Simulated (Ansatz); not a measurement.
# CuO2 (Cmcm) in Ansatz: further runs

One crystal, CuO2, is run at these levels: PBEsol, LDA, r2SCAN; tasks: density of states, band structure.

Everything below comes from runs of Ansatz 0.2.0. Logs are shortened: lines on timing, memory, paths and dates and some standing lists are left out, and cuts for length are marked.

**1. The structure**

The structure is orthorhombic, space group Cmcm (No. 63). The conventional cell has a = 2.825 Å, b = 10.421 Å, c = 4.343 Å, α = 90.00°, β = 90.00°, γ = 90.00°. Around Cu (site symmetry m2m) lie 4 O at 1.86 to 1.90 Å. O (site symmetry m2m) is surrounded by 2 Cu at 1.90 Å. O (site symmetry m2m) is surrounded by 2 Cu at 1.86 Å.

The cell comes from a database or a generator and needn't be the stable form of this composition.

**2. Density of states, PBEsol**

Contents of input.yaml:

```yaml
crystal:
  lattice:
    - [1.412615, -5.210747, 0.0]
    - [1.412615, 5.210747, 0.0]
    - [0.0, 0.0, 4.343424]
  atoms:
    - { symbol: Cu, position: [0.167253, 0.832747, 0.75] }
    - { symbol: Cu, position: [0.832747, 0.167253, 0.25] }
    - { symbol: O, position: [0.78897, 0.21103, 0.75] }
    - { symbol: O, position: [0.21103, 0.78897, 0.25] }
    - { symbol: O, position: [0.551486, 0.448514, 0.75] }
    - { symbol: O, position: [0.448514, 0.551486, 0.25] }
hamiltonian:
  xc: pbesol
  pseudopotentials: { kind: paw }
kpoints:
  mp_grid: { grid: [8, 8, 6] }
scf:
  occupations: { method: fermi_dirac, width: 0.05 }
  n_extra_bands: 15
output:
  forces: true
  stress: true
  eigenvalues: true
  dos: { projected: false, de: 0.05, nscf_kmesh: { grid: [12, 12, 9] } }
  write_density: true
  write_potential: true
  elf: true
  volumetric_format: npy
```

Potentials or basis: Ansatz PAW.

Started as:

```bash
$ ansatz run input.yaml --threads 2 --pin off --max-ram 5632MiB --backend cpu --events-out ev --progress --plain --runs-dir out
```

Standard output:

```text
Warning: RAYON_NUM_THREADS=2 ignored (pool sized by the plan → 2); use --threads N
scf.n_extra_bands = 15 over 31 filled bands (N_el = 62.0): the run solves 46 bands
Engine: ansatz 0.2.0, x86_64-unknown-linux-gnu
Pseudopotentials: kind: paw
Pseudopotential: Cu, paw, valence charge 19, recommended cutoff 420 eV (normal), Cu.paw.azcp
Pseudopotential: O, paw, valence charge 6, recommended cutoff 420 eV (normal), O.paw.azcp
Functional definition: PBEsol
  exchange = pbesol_x
  correlation = pbesol_c
Crystal: 6 atoms, lattice volume = 63.942 Å³
Basis set: ecut = 420 eV, 1259 PW (Γ), exchange–correlation on 80×80×60 points (8 copies of the dense FFT grid, shifted against one another)
Bands: 46, of which v1, the nominal top of the filled ones, is band 31 counted from 1 (30 counted from 0)
Symmetry: 8 space group operations
Space group: Cmcm (ITA 63), of the structure as read, at distance tolerance 4.0e-5 Å
k-points: 84 of 384
Non-local potential: Cu, projectors of the file, l = 0: 3, l = 1: 2, l = 2: 3, l = 3: 1
Non-local potential: O, projectors of the file, l = 0: 2, l = 1: 2, l = 2: 1
PAW form: soft (Blöchl's): semilocal exchange-correlation on the pseudo side does not see the compensation charge
PAW frozen core: Cu, regenerated for the run's functional, and the local potential with it (the file was generated under x = pbe(κ = 0.804, μ = 0.2195149727645171), c = pbe(β = 0.06672455060314922))
PAW frozen core: O, regenerated for the run's functional, and the local potential with it (the file was generated under x = pbe(κ = 0.804, μ = 0.2195149727645171), c = pbe(β = 0.06672455060314922))
PAW one-centre angular grid: Cu, 590 points (default); XC on 64 Gauss nodes
PAW one-centre angular grid: O, 110 points (default); XC on 64 Gauss nodes
Initial density: superposition of atomic densities (neutral atoms: chi_scale 0, normalization atom), corrected by the library's trained network
Initial wavefunctions: pseudopotential atomic-orbital guess
Functional: x = pbesol(κ = 0.804, μ = 0.12345679012345678), c = pbesol(β = 0.046)
SCF iter   1: F=—  HF=-15411.099320 eV  |F-HF|=—  |Δ(HF+E_count)|=         —  Δρ=1.55e-2  dr2=8.54e-2  ethr=1.77e-3  ⟨swp⟩=5.2  Hψ=14909  notcnv=0  defer=156
preconditioner: auto → LDOS  [metal: Δε(μ)=0.007 eV  Ē_g=17.005 eV  σ=0.050 eV  W_gap=0.04  n_scr=14 (ndim 8)  ℏωp=31.5 eV  f_vac=0.120  D(μ)=4.35/eV (n_scr^D=44)  β→1.0]
SCF iter   2: F=—  HF=-15411.097337 eV  |F-HF|=—  |Δ(HF+E_count)|=   1.98e-3  Δρ=1.78e-2  dr2=9.97e-2  ethr=1.38e-4  ⟨swp⟩=2.0  Hψ=7875  notcnv=0  defer=524
SCF iter   3: F=—  HF=-15411.069204 eV  |F-HF|=—  |Δ(HF+E_count)|=   2.81e-2  Δρ=6.44e-3  dr2=1.96e-2  ethr=1.38e-4  ⟨swp⟩=2.0  Hψ=6511  notcnv=0  defer=524
SCF iter   4: F=—  HF=-15411.067205 eV  |F-HF|=—  |Δ(HF+E_count)|=   2.00e-3  Δρ=1.51e-3  dr2=9.43e-4  ethr=3.15e-5  ⟨swp⟩=1.9  Hψ=3484  notcnv=0  defer=524
SCF iter   5: F=—  HF=-15411.067091 eV  |F-HF|=—  |Δ(HF+E_count)|=   1.14e-4  Δρ=4.28e-4  dr2=8.93e-5  ethr=1.52e-6  ⟨swp⟩=2.0  Hψ=4771  notcnv=0  defer=524
SCF iter   6: F=—  HF=-15411.067181 eV  |F-HF|=—  |Δ(HF+E_count)|=   9.01e-5  Δρ=1.54e-4  dr2=1.24e-5  ethr=1.44e-7  ⟨swp⟩=1.0  Hψ=3340  notcnv=0  defer=524
SCF iter   7: F=—  HF=-15411.067180 eV  |F-HF|=—  |Δ(HF+E_count)|=   1.17e-6  Δρ=5.97e-5  dr2=1.73e-6  ethr=1.99e-8  ⟨swp⟩=1.0  Hψ=3340  notcnv=0  defer=524
SCF iter   8: F=—  HF=-15411.067180 eV  |F-HF|=—  |Δ(HF+E_count)|=   1.66e-7  Δρ=2.07e-5  dr2=1.89e-7  ethr=2.79e-9  ⟨swp⟩=1.0  Hψ=3341  notcnv=0  defer=524
SCF iter   9: F=-15411.067180 eV  HF=-15411.067180 eV  |F-HF|=4.98e-8  |Δ(HF+E_count)|=   7.26e-9  Δρ=9.55e-6  dr2=4.95e-8  ethr=1.61e-10  ⟨swp⟩=12.4  Hψ=24347  notcnv=0
SCF 1 converged in 9 iterations: F = -15411.067180 eV  dr2 = 4.95e-8
NSCF: frozen V_eff on 215 k-points
SCF converged after 9 iterations
Free energy (F): -15411.067180 eV
Harris-Foulkes:  -15411.067180 eV  (|F-HF|=4.98e-8)
Internal energy: -15411.029667 eV  (E = F + TS)
E sigma→0 (E₀):  -15411.048424 eV
Entropy (-TS):   -0.037512 eV (-6.252 meV/atom)
Fermi energy:    7.343128 eV
--- Per-component energies (eV) ---
  E_band       = -1115.928870
  E_kinetic    = 1272.559821
  E_local      = -12224.472582  (includes V_loc(G=0)·N_el)
  E_nonlocal   = 950.310328
  E_hartree    = 5233.255881
  E_xc         = -463.620801
  E_vxc        = -596.897336  (∫ρ·V_xc dr)
  E_paw        = -3829.673077  (= ΣΔE_a)
  E_vpaw       = -983.973380  (= ΣTr[D̂ρ^β])
  E_aug_tail   = 0.009430  (compensation charges beyond the density's cutoff)
  E_ewald      = -6349.952223
  E_core_change = 0.553556  (= ΣΔE_core)
  E_smearing   = -0.037512  (= −TS)
  E_closure    = -0.000000  (closes the sum)
  Σ components = -15411.067180   (vs F -15411.067180, Δ=0.00e0)
--- Forces (eV/Å), atoms counted from 1 ---
  atom   1  Cu     0.00000000    -0.00847446    -0.00000000
  atom   2  Cu     0.00000000     0.00847446     0.00000000
  atom   3  O      0.00000000     0.50956870     0.00000000
  atom   4  O      0.00000000    -0.50956870    -0.00000000
  atom   5  O      0.00000000    -0.37159961    -0.00000000
  atom   6  O      0.00000000     0.37159961     0.00000000
  max |Σ_I F_I| component: 1.11e-16 eV/Å
--- Stress (GPa, compression-positive) ---
      -10.893042      -0.000000      -0.000000
       -0.000000      -8.578477      -0.000000
       -0.000000      -0.000000      -6.700440
  P = ⅓ Tr σ = -8.7240 GPa (-87.240 kbar)
--- Band table (eV; the first three rows and the last of 84) ---
  k-point 0: bands = ["-105.9656", "-105.9652", "-63.7196", "-63.7182", "-63.6094", "-63.6069", "-62.9970", "-62.9929", "-11.8389", "-10.2998", "-10.1341", "-9.4888", "1.1487", "1.3502", "1.3512", "1.5780", "1.7065", "3.0771", "3.9570", "4.0674", "4.2169", "4.4270", "4.7212", "4.9757", "4.9878", "5.6425", "5.9173", "5.9765", "6.2314", "6.2862", "6.7188", "7.2413", "8.3205", "8.6064", "13.1854", "17.4794", "18.1412", "18.7625", "18.9834", "20.1361", "22.9852", "23.7370", "24.0071", "25.7143", "26.9970", "27.0166"]
  k-point 1: bands = ["-105.9656", "-105.9653", "-63.7195", "-63.7183", "-63.6092", "-63.6070", "-62.9967", "-62.9931", "-11.7461", "-10.4150", "-10.0883", "-9.5279", "1.0366", "1.3040", "1.4855", "1.5852", "1.6969", "3.2340", "3.7326", "4.0144", "4.2047", "4.3626", "4.7776", "5.0845", "5.0870", "5.1821", "5.6288", "6.0080", "6.2194", "6.8927", "7.0035", "7.1034", "8.3424", "8.5884", "13.5674", "17.3841", "17.5375", "18.6552", "19.4696", "20.1829", "22.5068", "23.9656", "24.8383", "25.9897", "26.6140", "26.8665"]
  k-point 2: bands = ["-105.9655", "-105.9653", "-63.7192", "-63.7186", "-63.6087", "-63.6075", "-62.9960", "-62.9939", "-11.4860", "-10.7195", "-9.9641", "-9.6388", "0.9655", "1.1822", "1.6061", "1.6712", "1.7674", "2.9976", "3.5422", "3.9274", "4.1867", "4.2607", "4.8694", "4.9381", "5.2804", "5.3561", "5.5744", "5.9154", "6.1986", "6.6291", "7.2626", "7.6480", "8.3989", "8.5387", "14.5418", "16.8349", "17.1270", "17.9383", "20.2326", "20.4736", "22.3900", "24.2968", "25.6298", "26.1259", "26.2322", "26.5188"]
  k-point 83: bands = ["-105.9654", "-105.9654", "-63.7189", "-63.7189", "-63.6081", "-63.6081", "-62.9949", "-62.9949", "-10.9939", "-10.9939", "-9.9695", "-9.9695", "1.6629", "1.6629", "1.7146", "1.7146", "2.2039", "2.2039", "3.3850", "3.3850", "4.1596", "4.1596", "4.7246", "4.7246", "5.2335", "5.2335", "5.4052", "5.4052", "6.7762", "6.7762", "7.4140", "7.4140", "8.5654", "8.5654", "16.5656", "16.5656", "16.8224", "16.8224", "21.8800", "21.8800", "22.8607", "22.8607", "24.0468", "24.0468", "26.0044", "26.0044"]
```

dos.tsv:

```text
# E-E_F[eV]	g_bin_mean(E)[states/eV]	N(E)
# format = ansatz-dos/2
# fermi_ev = 7.340097
# fermi_mp_grid = 12 12 9
# fermi_mp_shift = 0 0 0
# nscf_kmesh_grid = 12 12 9
# nscf_kmesh_shift = 0 0 0
# tetrahedron_fermi_ev = 7.346562
# g_bin_mean(E): the states in a bin one row spacing wide, centred on E, divided by that spacing. States that the method places at a single energy (under output.dos.method: tetrahedron, those of a tetrahedron whose four corners have one energy) are counted whole in the row whose bin holds that energy (on the edge of two bins, in the lower row). The sum of g_bin_mean over a run of rows, times the row spacing, is the number of states from half a spacing under the first of them to half a spacing over the last (a plain sum, not the trapezoid rule).
-113.805735	0.000000e0	0.000000e0
-113.755735	0.000000e0	0.000000e0
-113.705735	0.000000e0	0.000000e0
-113.655735	0.000000e0	0.000000e0
-113.605735	0.000000e0	0.000000e0
-113.555735	0.000000e0	0.000000e0
[... 2687 lines left out ...]
20.844265	0.000000e0	9.200000e1
20.894265	0.000000e0	9.200000e1
```

Wall time 13 s (2 threads of AMD EPYC 7R13 (Zen 3), shared host); peak memory 0.69 GiB.

Results:

```
Free energy                          : -15411.0672 eV
Pressure                             : -8.7 GPa
Largest force                        : 0.510 eV/Å
Band gap on the k mesh               : none (metal or under the smearing width)
Density of states at the Fermi level : 6.50 states/eV per cell
```

Forces in eV/Å, atoms in the order of the input:
```
Cu   0.000 -0.008  0.000
Cu   0.000  0.008  0.000
O    0.000  0.510  0.000
O    0.000 -0.510  0.000
O    0.000 -0.372  0.000
O    0.000  0.372  0.000
```

States per cell in windows of 1 eV (zero at the Fermi level; states under -8 eV left out):
```csv
from (eV),total
-8.0,0.00
-7.0,1.99
-6.0,7.36
-5.0,5.14
-4.0,6.82
-3.0,8.27
-2.0,5.23
-1.0,3.59
0.0,5.19
1.0,0.41
2.0,0.00
3.0,0.00
4.0,0.00
5.0,0.01
6.0,0.17
7.0,0.40
```

Caveat: the pressure holds a Pulay correction of +0.9 GPa for the finite cutoff; the run has no spin polarisation, though such a crystal can be magnetic; semilocal functionals often make such compounds metallic where correlation or magnetic order opens a gap, which also shifts bond lengths; the PAW data sets come from PBE, with cores solved anew for the run's functional, which leaves a small shift of forces and pressure; the density of states is complete only up to the lowest level of the last band computed. With open d or f shells a metallic result of PBEsol can be an artefact of self-interaction; +U or a hybrid may open a gap.

[end of part 1 of 2]
